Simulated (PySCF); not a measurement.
# C2H8SSi: the cost of one run

Computed with PySCF 2.14.0 and routines of our own; the level stands in each step. Atoms count from 0.

## Step 1: The starting structure

12 atoms, charge 0, multiplicity 1; geometry from: GFN2-xTB.

## Step 2: Optimising the geometry at PBE0-D3(BJ)/def2-SVP

Job settings and geometry (Å):

```
{"job": {"xc": "PBE0", "basis": "def2-SVP", "d3": "d3bj", "grid": 1, "kind": "geom"}, "charge": 0, "multiplicity": 1}
C     -1.635164    -0.508005     0.040576
C     -0.151934    -0.644598     0.361852
Si     0.745508     1.027754     0.314543
S      2.830351     0.730619     0.771835
H     -1.774699    -0.099665    -0.957591
H     -2.132608    -1.475137     0.084497
H     -2.122543     0.157676     0.748785
H      0.301103    -1.338489    -0.351057
H     -0.039146    -1.100226     1.348442
H      0.302349     1.940985     1.358064
H      0.660165     1.629870    -1.015174
H      3.017814    -0.321469    -0.010151
```

Command:

```bash
> OMP_NUM_THREADS=1 python excited_run.py task.json out
```

This one command runs all jobs of the session in turn.

**Question.** How long does this first job take on 1 thread of Arm Neoverse V1, shared host, and how much memory does it need?

About 20 s, with a peak of 0.54 GiB.
